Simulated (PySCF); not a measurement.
# K₂+: from the state search to spectroscopic constants

What are the lowest state that PBE0 finds, the bond length, vibrational wavenumber and bond energy of K₂+, and how much do these hang on the method?

The runs use PySCF 2.14.0; K x2c-SVPall, spin-free X2C with a Gaussian nucleus.

**1. Set-up**

The job is set up so:

| Item | Value |
| --- | --- |
| atoms | K, K |
| charge | 1 |
| basis | K x2c-SVPall |
| Hamiltonian | spin-free X2C with a Gaussian nucleus |
| basis functions | 48 |
| electrons treated | 37 |
| masses in u | 38.9637, 38.9637 |
| levels | PBE0, PBE, r²SCAN, revPBE, MN15, r²SCANh, CAM-B3LYP, HF, MP2, SCS-MP2, CCSD, CCSD(T) |
| grid | 80 radial by 434 angular points |
| occupations | held fixed by the projection of orbital angular momentum |
| dissociation limit | K+ + K, each in its ground configuration |
| starting distance in angstrom | 3.990 |
| values of 2S to try | 1, 3 |

Started as:

```
$ OMP_NUM_THREADS=1 python dia.py task.json out
```

The job searches for the state first and then visits each distance with every level. Its results follow level by level.

**2. State search with unrestricted PBE0**

At the starting distance of 3.990 Å the search finds these solutions (others can lie among them):

```
2Ms+1  unpaired  term  E (eV)  ⟨S²⟩  ⟨Lz²⟩
    2       σ ↑   ²Σ⁺    0.00  0.75   0.00
    2       π ↑    ²Π    2.07  0.75   1.00
    2       δ ↑    ²Δ    5.11  0.75   4.00
```

3 of 8 solutions are listed, lowest first.

A term symbol stands only where ⟨S²⟩ and ⟨Lz²⟩ are near those of a pure state; g and u labels are left off.

Followed over a short scan are these candidates:

```csv
2Ms+1,unpaired,R at minimum (Å),energy at minimum (eV)
2,σ ↑,4.64,0.00
```

The search made 8 SCF attempts at the starting distance; with the short scans it took 4.3 s of wall time (1 thread of Intel Xeon Platinum 8488C (Sapphire Rapids), shared host).

**3. First curve: PBE0**

State followed: ²Σg⁺ (doublet), unpaired electrons σ ↑. The scan is laid around 4.641 Å.

Output of the SCF at 4.641 Å:

```text
******** <class 'pyscf.dft.uks_symm.SymAdaptedUKS'> ********
method = SymAdaptedUKS
initial guess = minao
damping factor = 0
level_shift factor = 0
DIIS = <class 'pyscf.scf.diis.CDIIS'>
diis_start_cycle = 1
diis_space = 10
diis_damp = 0
SCF conv_tol = 1e-09
SCF conv_tol_grad = None
SCF max_cycles = 60
direct_scf = False
max_memory 909 MB (current use 265 MB)
number electrons alpha = 19  beta = 18
XC library pyscf.dft.libxc version 7.0.0
    S. Lehtola, C. Steigemann, M. J.T. Oliveira, and M. A.L. Marques.,  SoftwareX 7, 1–5 (2018)
XC functionals = PBE0
    C. Adamo and V. Barone.,  J. Chem. Phys. 110, 6158 (1999)
    M. Ernzerhof and G. E. Scuseria.,  J. Chem. Phys. 110, 5029 (1999)
small_rho_cutoff = 0
Overwritten attributes  get_j get_occ get_hcore get_k get_jk  of <class 'pyscf.dft.uks_symm.SymAdaptedUKS'>
<class 'pyscf.dft.uks_symm.SymAdaptedUKS'> does not have attributes  refdm
Set gradient conv threshold to 3.16228e-05
init E= -1203.78809188887
cycle= 1 E= -1203.78755638118  delta_E= 0.000536  |g|= 0.000124  |ddm|= 0.00161
cycle= 2 E= -1203.78755640068  delta_E= -1.95e-08  |g|= 6.2e-05  |ddm|= 0.000495
cycle= 3 E= -1203.78755640307  delta_E= -2.4e-09  |g|= 6.96e-06  |ddm|= 6.24e-05
cycle= 4 E= -1203.78755640321  delta_E= -1.43e-10  |g|= 1.03e-06  |ddm|= 3.72e-05
Extra cycle  E= -1203.78755640322  delta_E= -1.82e-12  |g|= 2.1e-07  |ddm|= 4.91e-06
converged SCF energy = -1203.78755640322  <S^2> = 0.75002747  2S+1 = 2.0000275
```

The curve and what changes along it:

| R (Å) | E (eV) | Mayer bond order | ⟨S²⟩ | HOMO (eV) | LUMO (eV) |
| --- | --- | --- | --- | --- | --- |
| 3.9913 | 0.0898 | 0.51 | 0.75 | -7.15 | -5.11 |
| 4.1769 | 0.0418 | 0.51 | 0.75 | -7.06 | -5.01 |
| 4.3625 | 0.0137 | 0.51 | 0.75 | -6.96 | -4.91 |
| 4.5018 | 0.0031 | 0.51 | 0.75 | -6.89 | -4.83 |
| 4.6410 | 0.0000 | 0.50 | 0.75 | -6.81 | -4.76 |
| 4.7802 | 0.0030 | 0.50 | 0.75 | -6.74 | -4.69 |
| 4.9659 | 0.0144 | 0.50 | 0.75 | -6.64 | -4.60 |
| 5.1979 | 0.0377 | 0.50 | 0.75 | -6.53 | -4.55 |
| 5.4764 | 0.0745 | 0.50 | 0.75 | -6.39 | -4.59 |
| 5.8477 | 0.1313 | 0.50 | 0.75 | -6.23 | -4.64 |

Constants from the curve: Re = 4.638 Å, ωe = 66.2 cm⁻¹, ωexe = 0.209 cm⁻¹, αe = 0.000181 cm⁻¹, Be = 0.04022 cm⁻¹, De = 0.86 eV.

Orbitals nearest the gap at 4.641 Å:

```csv
spin,orbital,ε (eV),filled,made of
α,πg,-25.15,yes,p 100 %
α,πg,-25.15,yes,p 100 %
α,σg,-25.14,yes,p 100 %
α,σu,-25.12,yes,p 100 %
β,πu,-25.12,yes,p 100 %
β,πg,-25.12,yes,p 100 %
β,πg,-25.12,yes,p 100 %
β,σg,-25.08,yes,p 100 %
β,σu,-25.06,yes,p 100 %
α,σg,-6.81,yes,"s 79 %, p 19 %"
β,σg,-4.76,no,s 92 %
α,σu,-4.47,no,s 98 %
β,σu,-3.84,no,s 95 %
α,πu,-3.57,no,p 94 %
```

Polarisability there: 269.5 bohr³ along the bond, 151.9 across it. Without diffuse functions these come out too small, above all across the bond.

**4. Fields at the reference distance**

The fields below are evaluated on a grid from the run's orbitals.

Frontier orbitals at PBE0 (alpha spin), with the share of their density that lies nearest to each atom:

```
orbital  energy (eV)                 lies on
   HOMO        -6.81  K1, K2 about 50 % each
   LUMO        -4.47  K1, K2 about 50 % each
```

ELF in a plane through or near 2 of the atoms.

Values, 10 rows by 14 columns:
```
0.00 0.00 0.01 0.04 0.22 0.72 0.90 0.91 0.83 0.41 0.08 0.02 0.00 0.00
0.00 0.00 0.01 0.01 0.04 0.46 0.98 0.99 0.82 0.09 0.02 0.01 0.01 0.00
0.00 0.01 0.02 0.09 0.07 0.14 0.96 0.99 0.48 0.05 0.11 0.04 0.01 0.00
0.00 0.01 0.21 0.73 0.72 0.11 0.80 0.97 0.13 0.52 0.78 0.46 0.03 0.01
0.01 0.03 0.57 0.73 0.63 0.47 0.56 0.92 0.13 0.88 0.35 0.81 0.10 0.01
0.01 0.03 0.64 0.24 0.41 0.55 0.51 0.91 0.15 0.87 0.78 0.85 0.12 0.01
0.00 0.02 0.41 0.87 0.86 0.28 0.67 0.95 0.11 0.79 0.86 0.70 0.06 0.01
0.00 0.01 0.07 0.39 0.34 0.08 0.90 0.98 0.25 0.17 0.45 0.18 0.02 0.00
0.00 0.01 0.01 0.04 0.04 0.21 0.97 0.99 0.60 0.04 0.05 0.02 0.01 0.00
0.00 0.00 0.01 0.02 0.11 0.69 0.96 0.97 0.88 0.25 0.04 0.01 0.00 0.00
```
The map spans 9.8 Å across and 5.2 Å up, centred on the molecule. Atoms in the plane (x, y in Å): K1 (-2.3, 0.0), K2 (2.3, 0.0).

On the surface of density 0.002 e/bohr³ the electrostatic potential runs, from the 1st to the 99th percentile, from 3.76 to 7.22 V.

The spin density lies nearest to K1, K2 about 50 % each.

**5. PBE**

The SCF at the reference distance, 4.641 Å, printed:

```text
[... 13 set-up lines left out, the same as in an earlier log ...]
max_memory 909 MB (current use 293 MB)
[... 3 set-up lines left out, the same as in an earlier log ...]
XC functionals = PBE
    J. P. Perdew, K. Burke, and M. Ernzerhof.,  Phys. Rev. Lett. 77, 3865 (1996)
    J. P. Perdew, K. Burke, and M. Ernzerhof.,  Phys. Rev. Lett. 78, 1396 (1997)
    J. P. Perdew, K. Burke, and M. Ernzerhof.,  Phys. Rev. Lett. 77, 3865 (1996)
    J. P. Perdew, K. Burke, and M. Ernzerhof.,  Phys. Rev. Lett. 78, 1396 (1997)
[... 2 set-up lines left out, the same as in an earlier log ...]
init E= -1203.6959049668
cycle= 1 E= -1203.69612697242  delta_E= -0.000222  |g|= 0.00292  |ddm|= 0.0993
cycle= 2 E= -1203.69613134818  delta_E= -4.38e-06  |g|= 0.00165  |ddm|= 0.00844
cycle= 3 E= -1203.69613325216  delta_E= -1.9e-06  |g|= 7.68e-05  |ddm|= 0.00319
cycle= 4 E= -1203.69613325636  delta_E= -4.21e-09  |g|= 4.96e-06  |ddm|= 0.000124
cycle= 5 E= -1203.69613325638  delta_E= -2e-11  |g|= 2.86e-07  |ddm|= 2.39e-05
Extra cycle  E= -1203.69613325638  delta_E= -6.82e-13  |g|= 1.63e-07  |ddm|= 7.8e-07
converged SCF energy = -1203.69613325638  <S^2> = 0.75002469  2S+1 = 2.0000247
```

Re = 4.637 Å, ωe = 62.5 cm⁻¹, ωexe = 0.266 cm⁻¹, αe = 0.000227 cm⁻¹, Be = 0.04025 cm⁻¹, De = 0.87 eV. 4.1 s of CPU time for 12 points, integrals apart.

**6. r²SCAN (meta-GGA)**

Log of the SCF at 4.641 Å:

```text
[... 17 set-up lines left out, the same as in an earlier log ...]
XC functionals = R2SCAN
    J. W. Furness, A. D. Kaplan, J. Ning, J. P. Perdew, and J. Sun.,  J. Phys. Chem. Lett. 11, 8208-8215 (2020)
    J. W. Furness, A. D. Kaplan, J. Ning, J. P. Perdew, and J. Sun.,  J. Phys. Chem. Lett. 11, 9248-9248 (2020)
    J. W. Furness, A. D. Kaplan, J. Ning, J. P. Perdew, and J. Sun.,  J. Phys. Chem. Lett. 11, 8208-8215 (2020)
    J. W. Furness, A. D. Kaplan, J. Ning, J. P. Perdew, and J. Sun.,  J. Phys. Chem. Lett. 11, 9248-9248 (2020)
[... 2 set-up lines left out, the same as in an earlier log ...]
init E= -1204.05470467022
cycle= 1 E= -1204.05485442182  delta_E= -0.00015  |g|= 0.00203  |ddm|= 0.0753
cycle= 2 E= -1204.05486037842  delta_E= -5.96e-06  |g|= 0.000613  |ddm|= 0.0138
cycle= 3 E= -1204.05486091308  delta_E= -5.35e-07  |g|= 0.000185  |ddm|= 0.00343
cycle= 4 E= -1204.05486096935  delta_E= -5.63e-08  |g|= 4.96e-06  |ddm|= 0.00168
cycle= 5 E= -1204.05486096942  delta_E= -7.44e-11  |g|= 5.25e-07  |ddm|= 4.48e-05
Extra cycle  E= -1204.05486096942  delta_E= -2.27e-13  |g|= 9.11e-08  |ddm|= 3.63e-06
converged SCF energy = -1204.05486096942  <S^2> = 0.75006799  2S+1 = 2.000068
```

Re = 4.607 Å, ωe = 68.5 cm⁻¹, ωexe = 0.200 cm⁻¹, αe = 0.000189 cm⁻¹, Be = 0.04077 cm⁻¹, De = 0.83 eV.

**7. revPBE (GGA)**

The SCF at the reference distance, 4.641 Å, printed:

```text
[... 13 set-up lines left out, the same as in an earlier log ...]
max_memory 909 MB (current use 274 MB)
[... 3 set-up lines left out, the same as in an earlier log ...]
XC functionals = PBE_R,PBE
    Y. Zhang and W. Yang.,  Phys. Rev. Lett. 80, 890 (1998)
[... 4 set-up lines left out, the same as in an earlier log ...]
init E= -1203.93709295908
cycle= 1 E= -1203.93721496963  delta_E= -0.000122  |g|= 0.00228  |ddm|= 0.0594
cycle= 2 E= -1203.93721790059  delta_E= -2.93e-06  |g|= 0.0014  |ddm|= 0.00749
cycle= 3 E= -1203.93721931919  delta_E= -1.42e-06  |g|= 3.03e-05  |ddm|= 0.00266
cycle= 4 E= -1203.93721932009  delta_E= -8.96e-10  |g|= 1.26e-06  |ddm|= 8.43e-05
Extra cycle  E= -1203.93721932009  delta_E= -1.59e-12  |g|= 4.31e-07  |ddm|= 7.64e-06
converged SCF energy = -1203.93721932009  <S^2> = 0.75000714  2S+1 = 2.0000071
```

Re = 4.698 Å, ωe = 61.8 cm⁻¹, ωexe = 0.250 cm⁻¹, αe = 0.000218 cm⁻¹, Be = 0.03921 cm⁻¹, De = 0.87 eV. 2.7 s of CPU time for 12 points, integrals apart.

**8. MN15**

Output of the SCF at 4.641 Å:

```text
[... 17 set-up lines left out, the same as in an earlier log ...]
XC functionals = MN15
    H. S. Yu, X. He, S. L. Li, and D. G. Truhlar.,  Chem. Sci. 7, 5032-5051 (2016)
    H. S. Yu, X. He, S. L. Li, and D. G. Truhlar.,  Chem. Sci. 7, 5032-5051 (2016)
[... 2 set-up lines left out, the same as in an earlier log ...]
init E= -1204.38262604845
cycle= 1 E= -1204.18756637605  delta_E= 0.195  |g|= 0.167  |ddm|= 9.19
cycle= 2 E= -1204.38663054599  delta_E= -0.199  |g|= 0.039  |ddm|= 9.18
cycle= 3 E= -1204.22444059285  delta_E= 0.162  |g|= 0.155  |ddm|= 8.48
cycle= 4 E= -1204.24354047702  delta_E= -0.0191  |g|= 0.148  |ddm|= 0.656
cycle= 5 E= -1204.25694989091  delta_E= -0.0134  |g|= 0.142  |ddm|= 0.553
cycle= 6 E= -1204.38875345879  delta_E= -0.132  |g|= 0.0178  |ddm|= 7.58
cycle= 7 E= -1204.38925847882  delta_E= -0.000505  |g|= 0.00217  |ddm|= 0.0866
cycle= 8 E= -1204.38927277118  delta_E= -1.43e-05  |g|= 0.000925  |ddm|= 0.0348
cycle= 9 E= -1204.38927408439  delta_E= -1.31e-06  |g|= 0.000341  |ddm|= 0.00647
cycle= 10 E= -1204.38927441654  delta_E= -3.32e-07  |g|= 2.21e-05  |ddm|= 0.00425
cycle= 11 E= -1204.3892744195  delta_E= -2.96e-09  |g|= 3.38e-06  |ddm|= 0.000723
cycle= 12 E= -1204.38927441952  delta_E= -1.75e-11  |g|= 5.58e-07  |ddm|= 3.01e-05
Extra cycle  E= -1204.38927441952  delta_E= -2.27e-12  |g|= 3.89e-07  |ddm|= 1.34e-05
converged SCF energy = -1204.38927441952  <S^2> = 0.75121901  2S+1 = 2.0012186
```

No constants are quoted: the points don't follow one smooth fit.

**9. r²SCANh (hybrid meta-GGA)**

Log of the SCF at 4.641 Å:

```text
[... 17 set-up lines left out, the same as in an earlier log ...]
XC functionals = HYB_MGGA_XC_R2SCANH
    M. Bursch, H. Neugebauer, S. Ehlert, and S. Grimme.,  J. Chem. Phys. 156, 134105 (2022)
[... 2 set-up lines left out, the same as in an earlier log ...]
init E= -1204.05405716044
cycle= 1 E= -1204.0542062983  delta_E= -0.000149  |g|= 0.002  |ddm|= 0.0715
cycle= 2 E= -1204.05421506303  delta_E= -8.76e-06  |g|= 0.000447  |ddm|= 0.0164
cycle= 3 E= -1204.05421581759  delta_E= -7.55e-07  |g|= 0.000224  |ddm|= 0.00452
cycle= 4 E= -1204.05421592264  delta_E= -1.05e-07  |g|= 6.07e-06  |ddm|= 0.00214
cycle= 5 E= -1204.05421592278  delta_E= -1.41e-10  |g|= 8.74e-07  |ddm|= 5.02e-05
Extra cycle  E= -1204.05421592278  delta_E= -1.14e-12  |g|= 2.39e-07  |ddm|= 5.93e-06
converged SCF energy = -1204.05421592278  <S^2> = 0.75006133  2S+1 = 2.0000613
```

Re = 4.600 Å, ωe = 68.9 cm⁻¹, ωexe = 0.191 cm⁻¹, αe = 0.000183 cm⁻¹, Be = 0.04089 cm⁻¹, De = 0.83 eV.

**10. CAM-B3LYP**

Log of the SCF at 4.641 Å:

```text
[... 17 set-up lines left out, the same as in an earlier log ...]
XC functionals = CAMB3LYP
    T. Yanai, D. P. Tew, and N. C. Handy.,  Chem. Phys. Lett. 393, 51 (2004)
[... 2 set-up lines left out, the same as in an earlier log ...]
init E= -1204.17290778016
cycle= 1 E= -1204.17308042214  delta_E= -0.000173  |g|= 0.000864  |ddm|= 0.0366
cycle= 2 E= -1204.17308176265  delta_E= -1.34e-06  |g|= 0.000188  |ddm|= 0.00668
cycle= 3 E= -1204.17308187666  delta_E= -1.14e-07  |g|= 4.3e-05  |ddm|= 0.00232
cycle= 4 E= -1204.17308188665  delta_E= -9.99e-09  |g|= 1.84e-05  |ddm|= 0.000556
cycle= 5 E= -1204.17308188801  delta_E= -1.37e-09  |g|= 3.28e-06  |ddm|= 0.000187
cycle= 6 E= -1204.17308188809  delta_E= -7.12e-11  |g|= 5.02e-07  |ddm|= 3.27e-05
Extra cycle  E= -1204.17308188809  delta_E= -4.55e-13  |g|= 1.7e-07  |ddm|= 3.15e-06
converged SCF energy = -1204.17308188809  <S^2> = 0.7500165  2S+1 = 2.0000165
```

Re = 4.568 Å, ωe = 68.3 cm⁻¹, ωexe = 0.193 cm⁻¹, αe = 0.000170 cm⁻¹, Be = 0.04148 cm⁻¹, De = 0.82 eV.

**11. UHF**

The SCF at the reference distance, 4.641 Å, printed:

```text
******** <class 'pyscf.scf.uhf_symm.SymAdaptedUHF'> ********
method = SymAdaptedUHF
[... 11 set-up lines left out, the same as in an earlier log ...]
max_memory 909 MB (current use 267 MB)
[... 1 set-up line left out, the same as in an earlier log ...]
Overwritten attributes  get_j get_occ get_hcore get_k get_jk  of <class 'pyscf.scf.uhf_symm.SymAdaptedUHF'>
<class 'pyscf.scf.uhf_symm.SymAdaptedUHF'> does not have attributes  refdm
[... 1 set-up line left out, the same as in an earlier log ...]
init E= -1202.60372835494
cycle= 1 E= -1202.6044700977  delta_E= -0.000742  |g|= 0.00473  |ddm|= 0.147
cycle= 2 E= -1202.60457372216  delta_E= -0.000104  |g|= 0.00226  |ddm|= 0.0574
cycle= 3 E= -1202.60460957893  delta_E= -3.59e-05  |g|= 0.000536  |ddm|= 0.0412
cycle= 4 E= -1202.60461173683  delta_E= -2.16e-06  |g|= 0.000161  |ddm|= 0.0055
cycle= 5 E= -1202.604611926  delta_E= -1.89e-07  |g|= 2.23e-05  |ddm|= 0.00242
cycle= 6 E= -1202.60461192799  delta_E= -1.99e-09  |g|= 3.25e-06  |ddm|= 0.000235
cycle= 7 E= -1202.60461192804  delta_E= -4.82e-11  |g|= 6.96e-07  |ddm|= 2.89e-05
Extra cycle  E= -1202.60461192804  delta_E= -1.36e-12  |g|= 2.82e-07  |ddm|= 5.06e-06
converged SCF energy = -1202.60461192804  <S^2> = 0.75009213  2S+1 = 2.0000921
```

Re = 4.819 Å, ωe = 69.2 cm⁻¹, ωexe = 0.115 cm⁻¹, αe = 9.91e-05 cm⁻¹, Be = 0.03727 cm⁻¹, De = 0.79 eV. 0.82 s of CPU time for 12 points, integrals apart.

**12. Correlated methods on the Hartree–Fock reference**

Reference: UHF; core orbitals frozen: 10.

Log of the coupled-cluster run at 4.641 Å:

```text
******** <class 'pyscf.cc.uccsd.UCCSD'> ********
CC2 = 0
CCSD nocc = (np.int64(9), np.int64(8)), nmo = (38, 38)
frozen orbitals [[0, 1, 2, 3, 4, 5, 6, 7, 8, 9], [0, 1, 2, 3, 4, 5, 6, 7, 8, 9]]
max_cycle = 80
direct = 0
conv_tol = 1e-07
conv_tol_normt = 1e-05
diis_space = 8
diis_start_cycle = 0
diis_start_energy_diff = 1e+09
max_memory 909 MB (current use 343 MB)
Init t2, MP2 energy = -0.0882919542344363
Init E_corr(UCCSD) = -0.0882919542346404
cycle = 1  E_corr(UCCSD) = -0.0961815137768436  dE = -0.00788955954  norm(t1,t2) = 0.02189
cycle = 2  E_corr(UCCSD) = -0.0971328029397046  dE = -0.000951289163  norm(t1,t2) = 0.0068825
cycle = 3  E_corr(UCCSD) = -0.097403204111204  dE = -0.000270401171  norm(t1,t2) = 0.00365374
cycle = 4  E_corr(UCCSD) = -0.0973415058711552  dE = 6.169824e-05  norm(t1,t2) = 0.00104524
cycle = 5  E_corr(UCCSD) = -0.0973396179593727  dE = 1.88791178e-06  norm(t1,t2) = 0.000160679
cycle = 6  E_corr(UCCSD) = -0.0973421547530303  dE = -2.53679366e-06  norm(t1,t2) = 3.32814e-05
cycle = 7  E_corr(UCCSD) = -0.0973420052999028  dE = 1.49453128e-07  norm(t1,t2) = 7.31104e-06
cycle = 8  E_corr(UCCSD) = -0.0973419851897223  dE = 2.01101805e-08  norm(t1,t2) = 1.42021e-06
UCCSD converged
E(UCCSD) = -1202.701953913232  E_corr = -0.09734198518972231
UCCSD(T) correction = -0.000564882258729541
```

Correlation energy (eV) along the bond:

| R (Å) | MP2 | SCS-MP2 | CCSD | CCSD(T) | T1 |
| --- | --- | --- | --- | --- | --- |
| 3.991 | -2.439 | -2.268 | n/a | n/a | n/a |
| 4.177 | -2.428 | -2.259 | -2.675 | -2.690 | 0.004 |
| 4.362 | -2.417 | -2.250 | -2.664 | -2.679 | 0.004 |
| 4.502 | -2.409 | -2.243 | -2.656 | -2.671 | 0.004 |
| 4.641 | -2.403 | -2.237 | -2.649 | -2.664 | 0.004 |
| 4.780 | -2.396 | -2.232 | -2.642 | -2.658 | 0.005 |
| 4.966 | -2.389 | -2.226 | -2.635 | -2.650 | 0.005 |
| 5.198 | -2.381 | -2.219 | -2.627 | -2.641 | 0.005 |
| 5.476 | -2.374 | -2.213 | -2.619 | -2.634 | 0.005 |
| 5.848 | -2.368 | -2.208 | n/a | n/a | n/a |

UHF-MP2: Re = 4.695 Å, ωe = 71.1 cm⁻¹, ωexe = 0.144 cm⁻¹, αe = 0.000123 cm⁻¹, Be = 0.03926 cm⁻¹, De = 0.80 eV.

UHF-SCS-MP2: Re = 4.712 Å, ωe = 70.9 cm⁻¹, ωexe = 0.141 cm⁻¹, αe = 0.000120 cm⁻¹, Be = 0.03897 cm⁻¹, De = 0.80 eV.

UHF-CCSD: Re = 4.689 Å, ωe = 71.3 cm⁻¹, ωexe = 0.147 cm⁻¹, αe = 0.000124 cm⁻¹, Be = 0.03935 cm⁻¹, De = 0.81 eV.

UHF-CCSD(T): Re = 4.687 Å, ωe = 71.4 cm⁻¹, ωexe = 0.148 cm⁻¹, αe = 0.000124 cm⁻¹, Be = 0.03939 cm⁻¹, De = 0.81 eV.

**13. All curves**

Energy (eV) from each level's lowest point:

```
R (Å)    UHF  UHF-MP2  UHF-SCS-MP2  UHF-CCSD  UHF-CCSD(T)    PBE  revPBE  r²SCAN  r²SCANh   PBE0   MN15  CAM-B3LYP
3.991  0.162    0.119        0.125       n/a          n/a  0.082   0.099   0.087    0.086  0.090  0.005      0.072
4.177  0.090    0.060        0.064     0.059        0.059  0.038   0.048   0.039    0.038  0.042  0.000      0.030
4.362  0.042    0.022        0.025     0.022        0.022  0.012   0.018   0.011    0.011  0.014  0.010      0.007
4.502  0.019    0.007        0.008     0.007        0.006  0.003   0.005   0.002    0.001  0.003  0.025      0.000
4.641  0.006    0.000        0.000     0.000        0.000  0.000   0.000   0.000    0.000  0.000  0.043      0.000
4.780  0.000    0.001        0.000     0.001        0.001  0.003   0.000   0.004    0.005  0.003  0.063      0.006
4.966  0.003    0.011        0.010     0.012        0.012  0.013   0.008   0.018    0.019  0.014  1.073      0.021
5.198  0.021    0.037        0.034     0.038        0.038  0.033   0.026   0.044    0.046  0.038  0.976      0.049
5.476  0.058    0.081        0.077     0.082        0.083  0.064   0.055   0.084    0.087  0.074  0.872      0.091
5.848  0.125    0.154        0.150       n/a          n/a  0.110   0.100   0.144    0.149  0.131  0.755      0.155
```

The whole job (state search and all levels along the bond) took 1.1 min on 1 thread of Intel Xeon Platinum 8488C (shared host), peak memory 0.53 GiB.

**14. Constants by level of theory**

Lowest PBE0 solution found, without spin–orbit coupling: ²Σg⁺ (doublet), unpaired electrons σ ↑.

```
      level  Re (Å)  ωe (cm⁻¹)  De (eV)
        UHF   4.819       69.2     0.79
    UHF-MP2   4.695       71.1     0.80
UHF-SCS-MP2   4.712       70.9     0.80
   UHF-CCSD   4.689       71.3     0.81
UHF-CCSD(T)   4.687       71.4     0.81
        PBE   4.637       62.5     0.87
     revPBE   4.698       61.8     0.87
     r²SCAN   4.607       68.5     0.83
    r²SCANh   4.600       68.9     0.83
       PBE0   4.638       66.2     0.86
  CAM-B3LYP   4.568       68.3     0.82
```

De is counted to K+ + K in their ground configurations. No constants: MN15 (the points don't follow one smooth fit).

Time per point (s) on 1 thread of Intel Xeon Platinum 8488C, shared host (CPU time, shared integrals of 0.13 s apart; correlated levels include their reference; CCSD comes with the CCSD(T) run); the times are rough: UHF 0.069, UHF-MP2 0.11, UHF-SCS-MP2 0.11, UHF-CCSD(T) 1.8, PBE 0.34, revPBE 0.22, r²SCAN 0.47, r²SCANh 0.52, PBE0 0.67, CAM-B3LYP 0.67.

In words: The methods spread over 0.251 Å in bond length, from CAM-B3LYP to UHF. CCSD(T) can't serve as the judge here: for a weak bond in this basis it is far from its limit. Of the levels with a De here, UHF gives the least (0.79 eV) and revPBE the most (0.87 eV).

Correlated steps freeze 10 core orbitals.
